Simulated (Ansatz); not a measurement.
# CoSi+ (septet): wave-function methods side by side, def2-QZVPP

The task here is to estimate one member of a computed series from the others.

The runs use Ansatz 0.2.0, Gaussian basis; def2-QZVPP, core rule «outside noble gas», up to 14 orbitals frozen.

Plan: UHF; ROHF; CCSD(T) on UHF.

**The system**

The geometry is a PBE0/def2-TZVP stationary point (not a proven minimum) of the parent state, kept for this charge and spin.

2 atoms, charge 1, spin multiplicity 7.

Atoms are counted from 1 here; the program's logs count them from 0.

Bond lengths: Co1–Si2 2.358 Å.

The first run:

File in.yaml:

```yaml
crystal:
  periodic: [false, false, false]
  atoms:
    - {symbol: Co, position_ang: [0.000000, 0.000000, 0.000000]}
    - {symbol: Si, position_ang: [0.000000, 0.000000, 2.357600]}
basis:
  gaussian: {orbitals: "def2-QZVPP.json"}
total_charge: 1
magnetization: {spin_polarized: true, initial_magnetization: 6}
hamiltonian: {xc: hf}
output: {orbitals: {seedname: orbitals}}
```

Started as:

```
ansatz run in.yaml --threads 1 --pin off --events-out ev --progress --plain --max-ram 4096MiB --backend cpu
```

Among the steps run: UHF; ROHF; CCSD(T) on UHF.

One of the session's tables, all rows but one given; the rest of the session is left out.

| method | from UCCSD(T) (meV) |
| --- | --- |
| ROHF | +9135.1 |
| UHF | +8769.3 |
| UMP2 | ? |
| UCCSD | +346.0 |
| UCCSD(T) | 0 |

**Question.** Estimate the row for UMP2.

**Answer.** from UCCSD(T) (meV): +674.9. In the column «from UCCSD(T) (meV)» it lies between UCCSD (+346.0) and UHF (+8769.3).
